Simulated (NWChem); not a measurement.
# C2H6BF (SMILES CB(C)F): levels of theory compared

Wanted: a comparison of 3 runs (HF/STO-3G, HF/3-21G, B3LYP/6-31G*) of C2H6BF. 

The calculation is run with NWChem 7.3.0.

## Step 1: The system as given

C2H6BF: 10 atoms, total charge 0, spin state singlet. As SMILES, `CB(C)F`. The shape is that of a GFN2-xTB optimisation.

Bond lengths: B1–C2 1.579 Å, B1–C6 1.579 Å, B1–F10 1.327 Å, C2–H3 1.090 Å, C2–H4 1.086 Å, C2–H5 1.087 Å, C6–H7 1.090 Å, C6–H8 1.085 Å, C6–H9 1.088 Å. Some angles: C2–B1–C6 124.5°, C2–B1–F10 117.8°, C6–B1–F10 117.7°, B1–C2–H3 109.4°, B1–C2–H4 113.0°, B1–C2–H5 112.1°, B1–C6–H7 109.2°, B1–C6–H8 113.1°, B1–C6–H9 112.0°, H3–C2–H4 106.7°.

## Step 2: Energy and forces at HF/STO-3G (run 1)

The input, sp.nw:

```
start sp
title "C2H6BF hf"
memory 2200 mb
charge 0
geometry units angstroms noautosym nocenter noautoz
B    -0.284820   -0.485820   -0.012070
C     1.292300   -0.559340    0.011000
H     1.636860   -0.611490    1.043960
H     1.764490    0.312150   -0.432650
H     1.667510   -1.450080   -0.485890
C    -1.117080    0.855700   -0.003640
H    -1.361460    1.132400   -1.029200
H    -0.575690    1.690720    0.429560
H    -2.063740    0.744960    0.520600
F    -0.958370   -1.629190   -0.041680
end
basis spherical bse
B library STO-3G
C library STO-3G
H library STO-3G
F library STO-3G
end
scf
thresh 1e-08
maxiter 80
print medium
end
task scf gradient
```

Launch:

```bash
$ nwchem sp.nw > sp.out
```

Log:

```text
[...]
  functions       =    26
[...]
  wavefunction    = RHF
[...]
         Total SCF energy =   -200.796625615232
      One-electron energy =   -496.987757533152
      Two-electron energy =    185.216506838097
 Nuclear repulsion energy =    110.974625079822
        Time for solution =      0.8s
[...]
                         RHF ENERGY GRADIENTS
    atom               coordinates                        gradient
                 x          y          z           x          y          z
   1 B      -0.538232  -0.918067  -0.022809    0.016933   0.028918   0.000670
   2 C       2.442093  -1.056999   0.020787   -0.009091  -0.000635  -0.002516
   3 H       3.093217  -1.155549   1.972798    0.001884  -0.000648   0.002285
   4 H       3.334403   0.589878  -0.817590    0.002320   0.001950   0.000058
   5 H       3.151137  -2.740254  -0.918199    0.001199  -0.002291  -0.000083
   6 C      -2.110975   1.617039  -0.006879    0.004605  -0.007789   0.001740
   7 H      -2.572786   2.139926  -1.944906   -0.001413   0.000870  -0.002227
   8 H      -1.087896   3.194998   0.811751    0.000434   0.002550   0.000055
   9 H      -3.899903   1.407770   0.983791   -0.003222  -0.000072   0.000642
  10 F      -1.811057  -3.078723  -0.078764   -0.013648  -0.022853  -0.000625
[...]
```

It took 1.6 s on 1 thread of Intel Xeon 6975P-C (Granite Rapids), shared host; peak memory 0.096 GiB.

## Step 3: Energy and forces at HF/3-21G (run 2)

The input, c2h6bf.nw:

```
echo
start c2h6bf
title "C2H6BF hf"
memory total 2200 mb
charge 0

geometry units angstrom noautosym nocenter noautoz
 B       -0.284820      -0.485820      -0.012070
 C        1.292300      -0.559340       0.011000
 H        1.636860      -0.611490       1.043960
 H        1.764490       0.312150      -0.432650
 H        1.667510      -1.450080      -0.485890
 C       -1.117080       0.855700      -0.003640
 H       -1.361460       1.132400      -1.029200
 H       -0.575690       1.690720       0.429560
 H       -2.063740       0.744960       0.520600
 F       -0.958370      -1.629190      -0.041680
end

basis spherical bse
 * library 3-21G
end

scf
 thresh 1e-08
 maxiter 80
end

task scf gradient
```

Launch:

```bash
$ nwchem c2h6bf.nw > c2h6bf.out
```

Log:

```text
[...]
  functions       =    48
[...]
  wavefunction    = RHF
[...]
         Total SCF energy =   -202.339351414017
      One-electron energy =   -496.983317997270
      Two-electron energy =    183.669341503431
 Nuclear repulsion energy =    110.974625079822
        Time for solution =      1.1s
[...]
                         RHF ENERGY GRADIENTS
    atom               coordinates                        gradient
                 x          y          z           x          y          z
   1 B      -0.538232  -0.918067  -0.022809   -0.017930  -0.030281  -0.000830
   2 C       2.442093  -1.056999   0.020787    0.000680  -0.000090   0.001808
   3 H       3.093217  -1.155549   1.972798   -0.000213  -0.000149  -0.001673
   4 H       3.334403   0.589878  -0.817590    0.000785  -0.000209  -0.000117
   5 H       3.151137  -2.740254  -0.918199    0.000370  -0.000179  -0.000080
   6 C      -2.110975   1.617039  -0.006879   -0.000323   0.000770  -0.002173
   7 H      -2.572786   2.139926  -1.944906    0.000257  -0.000552   0.001632
   8 H      -1.087896   3.194998   0.811751   -0.000576   0.000358   0.000207
   9 H      -3.899903   1.407770   0.983791   -0.000694   0.000237   0.000480
  10 F      -1.811057  -3.078723  -0.078764    0.017643   0.030095   0.000747
[...]
```

Wall time 1.9 s (1 thread of Intel Xeon 6975P-C (Granite Rapids), shared host); peak memory 0.096 GiB.

## Step 4: Energy and gradient at B3LYP/6-31G(d) (Cartesian functions) (run 3)

The input, c2h6bf.xyz:

```xyz
10

B     -0.284820    -0.485820    -0.012070
C      1.292300    -0.559340     0.011000
H      1.636860    -0.611490     1.043960
H      1.764490     0.312150    -0.432650
H      1.667510    -1.450080    -0.485890
C     -1.117080     0.855700    -0.003640
H     -1.361460     1.132400    -1.029200
H     -0.575690     1.690720     0.429560
H     -2.063740     0.744960     0.520600
F     -0.958370    -1.629190    -0.041680
```

The input, c2h6bf.nw:

```
start c2h6bf
memory stack 880 mb heap 220 mb global 1100 mb
charge 0

geometry units angstrom noautosym nocenter noautoz
   load format xyz c2h6bf.xyz
end

basis cartesian
   * library 6-31G*
end

dft
   xc b3lyp
   grid xfine
   convergence energy 1e-08
   maxiter 100
   mulliken
end

task dft gradient
```

Launch:

```bash
$ nwchem c2h6bf.nw > c2h6bf.out
```

Log:

```text
[...]
          Wavefunction type:  closed shell.
          No. of atoms     :    10
          No. of electrons :    32
[...]
          Charge           :     0
          Spin multiplicity:     1
[...]
          AO basis - number of functions:    72
[...]
              XC Information
              --------------
                         B3LYP Method XC Potential
                     Hartree-Fock (Exact) Exchange  0.200
                        Slater Exchange Functional  0.800 local
                    Becke 1988 Exchange Functional  0.720 non-local
              Lee-Yang-Parr Correlation Functional  0.810
                  VWN I RPA Correlation Functional  0.190 local
[...]
 d= 0,ls=0.0,diis     1   -204.5339657639 -3.16D+02  1.43D-02  5.68D-01     2.5
[...]
 d= 0,ls=0.0,diis     8   -204.5947395744 -7.00D-09  4.30D-06  1.36D-07    18.1
         Total DFT energy =     -204.594739574423
      One electron energy =     -498.951625089855
           Coulomb energy =      211.078652417766
    Exchange-Corr. energy =      -27.696391982158
 Nuclear repulsion energy =      110.974625079823
[...]
      Total Density - Mulliken Population Analysis
     ---------------------------------------------
    Atom       Charge   Shell Charges
 -----------   ------   -------------------------------------------------------
    1 B    5     4.50   1.99  0.55  1.33  0.27  0.26  0.09
    2 C    6     6.62   1.99  0.67  2.16  0.66  1.12  0.02
    3 H    1     0.84   0.52  0.32
    4 H    1     0.85   0.52  0.32
    5 H    1     0.84   0.52  0.32
    6 C    6     6.62   1.99  0.67  2.16  0.66  1.12  0.02
    7 H    1     0.84   0.52  0.32
    8 H    1     0.85   0.52  0.32
    9 H    1     0.84   0.52  0.32
   10 F    9     9.21   1.99  0.96  3.34  0.88  1.97  0.08
[...]
  wavefunction    = closed shell
                         DFT ENERGY GRADIENTS
    atom               coordinates                        gradient
                 x          y          z           x          y          z
   1 B      -0.538232  -0.918067  -0.022809   -0.007278  -0.012297  -0.000357
   2 C       2.442093  -1.056999   0.020787    0.008085   0.001182   0.002791
   3 H       3.093217  -1.155549   1.972798   -0.001704  -0.000134  -0.006837
   4 H       3.334403   0.589878  -0.817590   -0.002471  -0.005733   0.002082
   5 H       3.151137  -2.740254  -0.918199   -0.002207   0.005484   0.002571
   6 C      -2.110975   1.617039  -0.006879   -0.002839   0.007735  -0.002925
   7 H      -2.572786   2.139926  -1.944906    0.001161  -0.001754   0.006794
   8 H      -1.087896   3.194998   0.811751   -0.003879  -0.005205  -0.002019
   9 H      -3.899903   1.407770   0.983791    0.005372   0.000793  -0.002331
  10 F      -1.811057  -3.078723  -0.078764    0.005759   0.009929   0.000232
[...]
```

Run time: 23 s. Hardware: 1 thread of Intel Xeon 6975P-C (Granite Rapids), shared host; peak memory 0.15 GiB.

## Step 5: The series

| run | level | Cartesian functions | iteration cap | energy (Eh) | dipole moment (D) | HOMO energy (eV) | LUMO energy (eV) | wall time |
| --- | --- | --- | --- | --- | --- | --- | --- | --- |
| 1 | HF/STO-3G | no | 80 | -200.796626 | 0.52 | -10.10 | 8.04 | 1.6 s |
| 2 | HF/3-21G | no | 80 | -202.339351 | 1.42 | -12.16 | 4.35 | 1.9 s |
| 3 | B3LYP/6-31G* (Cartesian functions) | yes | 100 | -204.594740 | 1.03 | -8.05 | 0.27 | 23 s |

## Step 6: Summary of results

| quantity | value |
| --- | --- |
| run 3: total energy | -204.59474 Eh |
| run 3: dipole moment | 1.03 D |
| run 3: HOMO energy | -8.05 eV |
| run 3: LUMO energy | 0.27 eV |
| run 3: HOMO–LUMO gap | 8.33 eV |
| run 3: largest force on an atom | 0.735 eV/Å |

**Reading.** The dipole moment (its size) runs from 0.52 D (HF/STO-3G) to 1.42 D (HF/3-21G). The HOMO–LUMO gap runs from 8.33 eV (B3LYP/6-31G*) to 18.14 eV (HF/STO-3G). The two ends differ in method and basis. In run 1 the basis is minimal, so the values are rough. All runs together took 26 s, the longest 23 s.
